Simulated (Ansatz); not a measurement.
# Ge19H28 atom rod (GaGe18H28): the relaxed shape and its frontier levels

What does Ge19H28 atom rod (GaGe18H28) look like as a doublet, and where do its frontier electrons sit?

Program: Ansatz 0.2.0, Gaussian basis. Level of theory: UKS PBE0-D4/def2-TZVP. These are calculated values, not measurements.

The runs, in order: relaxation at PBE-D4/def2-SVP; a single point at PBE0-D4/def2-TZVP.

1 further run of the same task is left out (set aside as unsound or not needed). Runs told in other sessions of the task aren't counted.

### Step 1. The starting structure

47 atoms, charge 0, spin multiplicity 2.

Atoms are counted from 1 here; the program's logs count them from 0.

Bond lengths: Ge1–Ge12 2.427 Å, Ge1–Ge14 2.445 Å, Ge1–H20 1.523 Å, Ge1–H21 1.520 Å, Ge2–Ge13 2.445 Å, Ge2–Ge15 2.427 Å, Ge2–H22 1.519 Å, Ge2–H23 1.523 Å, Ge3–Ge12 2.428 Å, Ge3–Ge16 2.446 Å, Ge3–H24 1.523 Å, Ge3–H25 1.520 Å, Ge4–Ge13 2.444 Å, Ge4–Ge17 2.428 Å, Ge4–H26 1.520 Å, Ge4–H27 1.523 Å, Ge5–Ge12 2.425 Å, Ge5–Ge18 2.426 Å and more. Angles: Ge12–Ge1–Ge14 112.0°, Ge12–Ge1–H20 108.9°, Ge12–Ge1–H21 110.1°, Ge14–Ge1–H20 109.9°, Ge14–Ge1–H21 113.7°, H20–Ge1–H21 101.6°, Ge13–Ge2–Ge15 111.8°, Ge13–Ge2–H22 113.7°, Ge13–Ge2–H23 109.8°, Ge15–Ge2–H22 110.4°, Ge15–Ge2–H23 108.9°, H22–Ge2–H23 101.6°, Ge12–Ge3–Ge16 111.8°, Ge12–Ge3–H24 109.5°, Ge12–Ge3–H25 110.7°, Ge16–Ge3–H24 109.8°, Ge16–Ge3–H25 112.7°, H24–Ge3–H25 101.8° and more.

The start is a GFN2-xTB geometry.

### Step 2. Relaxation at PBE-D4/def2-SVP

The input, in.yaml:

```yaml
crystal:
  periodic: [false, false, false]
  atoms:
    - {symbol: Ge, position_ang: [-2.800520, 0.031690, -2.847040]}
    - {symbol: Ge, position_ang: [-2.801740, -0.030810, 2.840340]}
    - {symbol: Ge, position_ang: [0.015380, -2.791000, -2.840870]}
    - {symbol: Ge, position_ang: [-0.019960, -2.806930, 2.851080]}
    - {symbol: Ge, position_ang: [0.001470, -0.003160, -5.628490]}
    - {symbol: Ge, position_ang: [-0.027710, 2.805210, -2.849330]}
    - {symbol: Ge, position_ang: [2.800150, -0.008690, -2.856220]}
    - {symbol: Ga, position_ang: [-0.003800, 0.006480, 0.003620]}
    - {symbol: Ge, position_ang: [0.015640, 2.792180, 2.851670]}
    - {symbol: Ge, position_ang: [2.805300, 0.014520, 2.851460]}
    - {symbol: Ge, position_ang: [0.002050, -0.001660, 5.624610]}
    - {symbol: Ge, position_ang: [-1.407150, -1.396310, -4.229320]}
    - {symbol: Ge, position_ang: [-1.463840, -1.478400, 1.393470]}
    - {symbol: Ge, position_ang: [-1.470740, 1.476690, -1.390650]}
    - {symbol: Ge, position_ang: [-1.410210, 1.392080, 4.229850]}
    - {symbol: Ge, position_ang: [1.471940, -1.455160, -1.399170]}
    - {symbol: Ge, position_ang: [1.404780, -1.408600, 4.232360]}
    - {symbol: Ge, position_ang: [1.396540, 1.410650, -4.236270]}
    - {symbol: Ge, position_ang: [1.471710, 1.464330, 1.404290]}
    - {symbol: H, position_ang: [-3.723690, -0.841620, -2.007580]}
    - {symbol: H, position_ang: [-3.796180, 0.786620, -3.711800]}
    - {symbol: H, position_ang: [-3.807750, -0.783810, 3.693920]}
    - {symbol: H, position_ang: [-3.713790, 0.846310, 1.992970]}
    - {symbol: H, position_ang: [-0.848950, -3.711650, -1.988740]}
    - {symbol: H, position_ang: [0.785320, -3.787120, -3.692140]}
    - {symbol: H, position_ang: [-0.780930, -3.798300, 3.717010]}
    - {symbol: H, position_ang: [0.855890, -3.723070, 2.006340]}
    - {symbol: H, position_ang: [-0.839240, 0.831710, -6.577880]}
    - {symbol: H, position_ang: [0.843580, -0.847340, -6.566350]}
    - {symbol: H, position_ang: [-0.782050, 3.805120, -3.710810]}
    - {symbol: H, position_ang: [0.853230, 3.719290, -2.006270]}
    - {symbol: H, position_ang: [3.783780, -0.788180, -3.713100]}
    - {symbol: H, position_ang: [3.729640, 0.854650, -2.013390]}
    - {symbol: H, position_ang: [-0.849000, 3.713510, 2.001080]}
    - {symbol: H, position_ang: [0.780730, 3.784330, 3.711900]}
    - {symbol: H, position_ang: [3.723200, -0.855550, 2.002130]}
    - {symbol: H, position_ang: [3.807840, 0.774940, 3.704640]}
    - {symbol: H, position_ang: [-0.831360, -0.839440, 6.576210]}
    - {symbol: H, position_ang: [0.838740, 0.845460, 6.565510]}
    - {symbol: H, position_ang: [-2.293720, -2.298220, -5.090130]}
    - {symbol: H, position_ang: [-2.469850, -2.485450, 0.788840]}
    - {symbol: H, position_ang: [-2.480890, 2.484060, -0.792530]}
    - {symbol: H, position_ang: [-2.299620, 2.286610, 5.094420]}
    - {symbol: H, position_ang: [2.475140, -2.459770, -0.780940]}
    - {symbol: H, position_ang: [2.297350, -2.295450, 5.102360]}
    - {symbol: H, position_ang: [2.291080, 2.297340, -5.102730]}
    - {symbol: H, position_ang: [2.472230, 2.471910, 0.791650]}
basis:
  gaussian: {orbitals: def2-SVP, fitting: {mean_field: def2-universal-jkfit}}
magnetization: {spin_polarized: true, initial_magnetization: 1}
hamiltonian: {xc: pbe, dispersion: d4}
scf: {lower_state_search: "off"}
output: {orbitals: {seedname: orbitals}}
relax: {f_tol: 0.03, max_steps: 70}
```

Command:

```
ansatz run in.yaml --threads 11 --pin off --events-out ev --progress --plain --max-ram 110592MiB --backend cuda --devices 0, --max-vram 75GiB
```

Further steps of the session: Single point, PBE0-D4/def2-TZVP.

**Question.** What will the summary of the whole plan be? Wanted: point group; commonest bond, hydrogen aside; HOMO, LUMO at PBE0-D4/def2-TZVP; ⟨S²⟩; dipole at PBE-D4/def2-SVP.

**Answer**, as computed:

```
                                         quantity                             value
                                      point group                                C1
                   commonest bond, hydrogen aside  Ge–Ge, 20 of mean length 2.452 Å
HOMO, LUMO at PBE0-D4/def2-TZVP (over both spins)                   -6.09, -4.24 eV
                                             ⟨S²⟩                             0.755
                        dipole at PBE-D4/def2-SVP                            0.58 D
```

The molecule keeps its bonding pattern by the stored test; the atoms moved 0.52 Å (rms), and the angle Ge16–Ga8–Ge19 went from 108° to 81°. No usable vibrations, so a minimum isn't proven. Whether this spin is the lowest isn't tested here. The point group is read from a loosely relaxed geometry; soft torsions can leave it below the true symmetry.
